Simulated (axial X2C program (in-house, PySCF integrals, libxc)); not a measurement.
# Linear AsSH at several levels

One table from this session's results is given with a row withheld; the runs are named, their logs left out.

Method: all-electron X2C, two-component (2c) or spin-free, As dyall-v3z, S dyall-av3z, H dyall-v3z; program: an in-house X2C program for linear molecules on PySCF integrals.

All values are calculated.

2 further runs of the same task are left out: 2 set aside as unsound or not needed.

The first run:

The input, task.json:

```json
{
 "zs": [
  33,
  16,
  1
 ],
 "q": 0,
 "bas": [
  "dyall-v3z",
  "dyall-av3z",
  "dyall-v3z"
 ],
 "r0": [
  2.24,
  1.34
 ],
 "symm": 0,
 "scan": [
  "PBE0",
  "HF",
  "LDA"
 ],
 "levels": [
  "PBE0",
  "HF",
  "B3LYP"
 ],
 "nst": 2
}
```

Keys: zs atomic numbers; q charge; bas basis sets; r0 starting distance in Å; symm equal bonds; scan levels of the two-bond scan (MP2 follows by itself at each HF point); levels methods; nst determinants followed.

Run with:

```sh
$ python solin.py task.json out
```

Masses As 74.922, S 31.972, H 1.008 u.

Among the steps run: Scan at PBE0, 2c; Scan at HF, 2c; Scan at LDA, 2c.

One table of the session follows, with a row left open; its other results are not shown here.

| level | r(As–S) (Å) | r(S–H) (Å) | lower stretch (cm⁻¹) | upper stretch (cm⁻¹) |
| --- | --- | --- | --- | --- |
| PBE0, 2c | 2.166 | 1.337 | 428.5 | 2748.1 |
| HF, 2c | 2.204 | 1.322 | 404.7 | 2878.1 |
| LDA, 2c | 2.151 | 1.351 | 429.4 | 2639.6 |
| MP2, 2c | 2.180 | 1.332 | 430.1 | 2784.1 |
| PBE0, spin-free | 2.165 | 1.336 | 429.4 | 2752.2 |
| HF, spin-free | 2.203 | 1.321 | 405.9 | 2882.1 |
| LDA, spin-free | 2.149 | 1.350 | 430.4 | 2647.0 |
| MP2, spin-free | ? | ? | ? | ? |

Estimate the missing values for MP2, spin-free.

**Answer.** r(As–S) (Å): 2.179; r(S–H) (Å): 1.332; lower stretch (cm⁻¹): 430.4; upper stretch (cm⁻¹): 2785.0. In the column «r(As–S) (Å)» it lies between PBE0, 2c (2.166) and MP2, 2c (2.180).

Scans not shown above were run alike.

MP2 freezes inner shells (threshold -2 hartree). The molecule was held linear; bending was not examined, so a bent shape may lie lower. Open-shell Ω = 0 determinants with evenly filled partner blocks cannot be reached by this program, so the Ω shown need not be the lowest component. Note: several unpaired electrons, one determinant need not be a pure state.
